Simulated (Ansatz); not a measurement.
**TaAs (I4_1md): equation of state**

An exercise on one series of results from a longer session: the logs are not shown, and one member is left open.

Program: Ansatz 0.2.0. Level of theory: DFT PBE, scalar-relativistic, plane waves, PAW. These are calculated values, not measurements.

These runs use a low cutoff (300 eV) and a coarse mesh on purpose, to show what cheap settings give: their numbers aren't properties of the material.

## The structure to begin with

Symmetry: I4_1md, No. 109, tetragonal system. Conventional cell: a = 3.462 Å, b = 3.462 Å, c = 11.758 Å, α = 90.00°, β = 90.00°, γ = 90.00°. Ta (site symmetry 2mm) is surrounded by 6 As at 2.62 to 2.63 Å. As (site symmetry 2mm) has 6 Ta at 2.62 to 2.63 Å as nearest neighbours.

Coordinates:

```cif
data_structure
_symmetry_space_group_name_H-M 'I4_1md'
_symmetry_Int_Tables_number 109
_cell_length_a 3.4623
_cell_length_b 3.4623
_cell_length_c 11.7580
_cell_angle_alpha 90.000
_cell_angle_beta 90.000
_cell_angle_gamma 90.000
_cell_volume 140.95
loop_
_atom_site_label
_atom_site_type_symbol
_atom_site_symmetry_multiplicity
_atom_site_Wyckoff_symbol
_atom_site_fract_x
_atom_site_fract_y
_atom_site_fract_z
_atom_site_occupancy
Ta1 Ta 4 a 0.00000 0.50000 0.75013 1
As1 As 4 a 0.50000 0.00000 0.83247 1
```

An earlier run at PBE left this cell at 17.619 Å³/atom and 0.01 GPa (8×8×8 mesh).

Volume factors to run: 0.980, 1.020, 0.960, 1.040.

The first run:

Input file input.yaml:

```yaml
crystal:
  lattice:
    - [-1.7195514579, 1.7195514579, 5.83956046]
    - [1.7195514579, -1.7195514579, 5.83956046]
    - [1.7195514579, 1.7195514579, -5.83956046]
  atoms:
    - { symbol: Ta, position: [0.5001323477, 1.0001323477, 0.5], spin: 0.05 }
    - { symbol: Ta, position: [0.7501323477, 0.7501323477, 0.0], spin: 0.05 }
    - { symbol: As, position: [0.0824670723, 0.5824670723, 0.5] }
    - { symbol: As, position: [0.3324670723, 0.3324670723, 0.0] }
basis:
  ecutwfc: 300
  ecutrho_ratio: 4
kpoints:
  mp_grid: { grid: [8, 8, 8] }
hamiltonian:
  xc: pbe
scf:
  occupations: { method: gaussian, width: 0.05 }
output:
  forces: true
  stress: true
  eigenvalues: true
  populations: true
magnetization:
  spin_polarized: true
relax:
  f_tol: 0.01
  max_steps: 40
  cell: { stress_tol: 0.1, fix: [volume] }
```

Run with:

```
$ ansatz run input.yaml --threads 1 --pin off --max-ram 2560MiB --backend cpu --events-out ev --progress --plain --runs-dir out
```

Among the steps run: Volume × 0.980; Volume × 1.020; Scaling the volume by 0.960; Volume × 1.040.

One of the session's tables, all rows but one given; the rest of the session is left out.

It belongs to the step «The fit». 

| volume (Å³/atom) | energy (meV/atom) | pressure (GPa) |
| --- | --- | --- |
| 16.914 | 15.92 | 7.70 |
| 17.267 | 3.97 | 3.65 |
| 17.619 | 0.00 | 0.01 |
| 17.972 | ? | ? |
| 18.324 | 13.93 | -6.21 |

Q: Estimate the row for volume (Å³/atom) = 17.972 from the others.

Worked estimate for «energy (meV/atom)». A straight line through the neighbours (17.619, 0.00) and (18.324, 13.93) gives 0.00 + (13.93 − 0.00) × (17.972 − 17.619) / (18.324 − 17.619) = 6.97; a parabola fitted to 3 rows on both sides gives 3.33.

The run gave: energy (meV/atom): 3.45; pressure (GPa): -3.28. In «energy (meV/atom)» the line misses by +3.52 and the parabola by -0.12.

To keep in mind: Warnings in the runs' records: cutoff below recommended, seeded moment not kept, stability check not made.
